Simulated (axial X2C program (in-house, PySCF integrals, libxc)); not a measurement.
# TiAl: properties at the nuclei

Aim: properties at the nuclei of TiAl, with spin–orbit coupling in the Hamiltonian from the start.

Program: an in-house X2C program for linear molecules on PySCF integrals. Level of theory: two-component X2C with atomic mean-field terms, Ti dyall-cv3z, Al dyall-v3z. These are calculated values, not measurements.

1 further run of the same task is left out (it didn't finish).

## Step 1: Set-up

Input file task.json:

```json
{"zs": [22, 13], "q": 0, "bas": ["dyall-cv3z", "dyall-v3z"], "r0": 2.62, "levels": ["PBE0", "HF", "LDA", "PBE", "BHandHLYP"], "nst": 3}
```

Keys: zs atomic numbers; q charge; bas basis sets; r0 starting distance in Å; levels methods (HF also brings MP2); nst determinants followed.

Command:

```sh
$ python soeom.py task.json out
```

The runs that follow: Expectation values, lowest determinant; Expectation values, a higher determinant.

Before running it: what results should come out? Wanted: lowest determinant; Eeff magnitude; Ws magnitude Ti; A∥/gI Ti; qzz Ti; higher determinant (for each run or level that gives them).

As calculated:

```
                                        quantity                                                       value
                              lowest determinant                     Ω = 1/2 (excess of +ω over −ω: ω = 1/2)
                    Eeff magnitude (GV/cm), PBE0                                                      0.0099
                     Ws magnitude Ti (kHz), PBE0                                                      0.0181
                            A∥/gI Ti (MHz), PBE0                                                         782
                             qzz Ti (a.u.), PBE0                                                       -0.22
                              higher determinant  Ω = 7/2 (excess of +ω over −ω: ω = -1/2, ω = 3/2, ω = 5/2)
Eeff magnitude (GV/cm), PBE0, higher determinant                                                       0.312
 Ws magnitude Ti (kHz), PBE0, higher determinant                                                      0.0289
        A∥/gI Ti (MHz), PBE0, higher determinant                                                         144
         qzz Ti (a.u.), PBE0, higher determinant                                                        0.01
```

What this shows: In the first state, the effective field runs from 0.0099 to 0.312 GV/cm over the mean-field levels, so the levels don't agree on it. The expectation values come from single determinants, which for open shells can mix terms of unlike spin or miss the lowest Ω, so a determinant need not be a state. Eeff is the effective electric field on the electron dipole moment in this Ω state and Ws the scalar–pseudoscalar constant (defined with the proton number Z and per Ω); A∥ is the parallel hyperfine constant, which follows by multiplying with the nuclear g factor gI = μI/(I μN); qzz is the electric field gradient, eQq0 = 234.96 MHz × Q/barn × qzz; μ is positive if Al is the positive end. The operators were transformed with the bare-nucleus X2C matrices.
